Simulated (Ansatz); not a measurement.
# BCl2FH2O: the cost of one run

All numbers below are computed with Ansatz 0.2.0 (RHF/def2-SVP).

### Step 1. The starting structure

Bond lengths: B1–F2 1.670 Å, B1–Cl3 1.860 Å, B1–Cl4 1.860 Å, B1–O5 1.710 Å, O5–H6 1.010 Å, F2–H7 1.041 Å, O5–H7 1.132 Å. Angles: B1–F2–H7 80.7°, F2–B1–Cl3 120.0°, F2–B1–Cl4 120.0°, F2–B1–O5 71.6°, Cl3–B1–Cl4 120.0°, Cl3–B1–O5 97.0°, Cl4–B1–O5 101.2°, B1–O5–H6 109.5°, B1–O5–H7 76.7°, H6–O5–H7 144.1°, F2–H7–O5 131.0°.

Structure file:

```xyz
7

B     0.0000    0.0000    0.0000
F     0.0000    0.0000    1.6700
Cl    1.6108    0.0000   -0.9300
Cl   -1.6108    0.0000   -0.9300
O     0.0715   -1.6212    0.5392
H    -0.4750   -2.2058   -0.0770
H     0.0453   -1.0266    1.5024
```

### Step 2. A restrained relaxation towards end A

Springs on the bonds that form and break draw the guess towards this end; the thresholds are loose.

The input, input.yaml:

```yaml
crystal:
  periodic: [false, false, false]
  atoms:
    - { symbol: B, position_ang: [0.0, 0.0, 0.0] }
    - { symbol: F, position_ang: [0.0, 0.0, 1.67] }
    - { symbol: Cl, position_ang: [1.6108, 0.0, -0.93] }
    - { symbol: Cl, position_ang: [-1.6108, 0.0, -0.93] }
    - { symbol: O, position_ang: [0.0715, -1.6212, 0.5392] }
    - { symbol: H, position_ang: [-0.475, -2.2058, -0.077] }
    - { symbol: H, position_ang: [0.0453, -1.0266, 1.5024] }
basis:
  gaussian: { orbitals: def2-SVP }
hamiltonian:
  xc: hf
relax:
  f_tol: 0.15
  max_steps: 25
  restrain:
    - { distance: [0, 4], at: 2.61, k: 30.0 }
    - { distance: [6, 1], at: 2.12, k: 30.0 }
    - { distance: [0, 1], at: 1.32, k: 30.0 }
    - { distance: [6, 4], at: 1.01, k: 30.0 }
```

Run with:

```sh
$ ansatz run input.yaml --threads 1 --pin off --max-ram 2048MiB --backend cpu --events-out ev --progress --plain --runs-dir out
```

Q: Estimate wall time and peak memory on 1 thread of Arm Neoverse V2, shared host.

About 18 s, with a peak of 0.17 GiB.
